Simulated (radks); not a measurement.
# Ru in [Kr] 4d7 5s1: an all-electron calculation

One table from this session's results is given with a row withheld; the runs are named, their logs left out.

The numbers are computed with radks (a radial shooting solver on a logarithmic mesh, Libxc functionals) version 1 (Dirac Kohn-Sham, BLYP, spin-unpolarised, spherical densities, point nucleus; open shells fill j = l - 1/2 first), except any that are marked as measured or tabulated.

## What is computed

| Item | Value |
| --- | --- |
| element | ruthenium (Z = 44) |
| charge | 0 |
| electrons | 44 |
| configuration | [Kr] 4d7 5s1 |

Set-up of the first run:

Settings of this run:

```text
Z 44
configuration [Kr] 4d7 5s1
relativity Dirac
functional b88,lyp
spin unpolarised
j_filling energy
nucleus point
c 137.035999084
```

Command:

```console
$ python run_ks.py task.json out
```

This one command runs every case of the session in turn.

One of the session's tables, all rows but one given; the rest of the session is left out.

Radial moments (bohr):

```
level     <r>  outermost maximum (interpolated)  90 % within  nodes
1s1/2       ?                                 ?            ?      ?
2s1/2  0.1453                             0.123        0.225      1
2p1/2  0.1236                            0.0955        0.202      0
2p3/2  0.1284                            0.0994        0.209      0
3s1/2  0.4026                             0.362        0.594      2
3p1/2  0.3957                             0.349        0.598      1
3p3/2  0.4064                             0.358        0.613      1
3d3/2  0.3822                             0.299        0.609      0
3d5/2  0.3857                             0.302        0.614      0
4s1/2   1.018                             0.914         1.48      3
4p1/2   1.107                             0.965         1.64      2
4p3/2   1.138                             0.990         1.69      2
4d3/2   1.695                              1.21         2.80      1
4d5/2   1.725                              1.22         2.85      1
5s1/2   3.393                              2.74         5.16      4
```

Q: Estimate the row for 1s1/2 from the others.

**Answer.** <r>: 0.03343; outermost maximum (interpolated): 0.0217; 90 % within: 0.0599; nodes: 0. In the column «<r>» it is the lowest.

Caveats from the session: Spin polarisation and multiplet splitting are left out.
